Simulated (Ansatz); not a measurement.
# B4Pb5O11: the cost of one run

Method: DFT PBE, scalar-relativistic, plane waves, PAW, in Ansatz 0.2.0.

**1. The starting structure**

The cell holds 20 atoms (B4O11Pb5): a = 6.970 Å, b = 6.799 Å, c = 6.978 Å, α = 90.71°, β = 94.91°, γ = 92.82°.

It is the last frame of an earlier stage of the same melt, run at 2450 K.

Its coordinates follow in the input file.

**2. Stage at 1360 K**

One k point, a Fermi-Dirac width of 0.117 eV and a fixed cell.

input.yaml

```yaml
crystal:
  lattice:
    - [6.960996, -0.170274, -0.299495]
    - [-0.170274, 6.796911, -0.046441]
    - [-0.299495, -0.046441, 6.971227]
  atoms:
    - { symbol: Pb, position: [0.66423147, 0.2952287264, 0.2532442138] }
    - { symbol: Pb, position: [0.4609389476, 0.7305412878, 0.387345376] }
    - { symbol: Pb, position: [0.186428717, 0.235786985, 0.8737287792] }
    - { symbol: Pb, position: [0.781914264, 0.5409535557, 0.7777491786] }
    - { symbol: Pb, position: [0.9547285388, 0.9133439552, 0.4323411421] }
    - { symbol: O, position: [0.3331999809, 0.381280655, 0.2673880733] }
    - { symbol: O, position: [0.2363625997, 0.6269826981, 0.9750504427] }
    - { symbol: O, position: [0.6451869798, 0.230909992, 0.8683486045] }
    - { symbol: O, position: [0.0281394459, 0.8809405684, 0.8479880024] }
    - { symbol: O, position: [0.6990895787, 0.9851127528, 0.6035191468] }
    - { symbol: O, position: [0.2137356271, 0.5015218933, 0.6030935192] }
    - { symbol: O, position: [0.0978670702, 0.1849653024, 0.4670401237] }
    - { symbol: O, position: [0.1792338906, 0.9501351696, 0.1238885051] }
    - { symbol: O, position: [0.7627702543, 0.5671120291, 0.1640793093] }
    - { symbol: O, position: [0.6945336666, 0.9013905298, 0.9658343399] }
    - { symbol: O, position: [0.5445584598, 0.301975494, 0.536410109] }
    - { symbol: B, position: [0.1484091357, 0.774906079, 0.0001698906] }
    - { symbol: B, position: [0.6312725747, 0.1586666787, 0.6893293993] }
    - { symbol: B, position: [0.8476407672, 0.9282952497, 0.8920459421] }
    - { symbol: B, position: [0.2299468309, 0.3616745449, 0.44913618] }
  symmetry: { detect: false }
basis:
  ecutwfc: 420
  xc_grid: 1
kpoints:
  mp_grid: { grid: [1, 1, 1], shift: [0.0, 0.0, 0.0] }
hamiltonian:
  xc: pbe
scf:
  occupations: { method: fermi_dirac, width: 0.1172 }
  lower_state_search: "off"
  convergence: { dr2_threshold: 1.0e-05 }
output:
  forces: true
  stress: true
md:
  timestep: 1.5
  n_steps: 250
  ensemble: nvt_langevin
  friction: 0.03
  temperature: 1360.0
  initial_velocities: maxwell_boltzmann
  seed: 75165
```

Command:

```bash
ansatz run input.yaml --threads 2 --pin off --max-ram 5120MiB --backend cpu --events-out ev --progress --plain --runs-dir out
```

Q: Estimate wall time and peak memory on 2 threads of Arm Neoverse V1, shared host.

About 4.8 min, with a peak of 0.41 GiB.
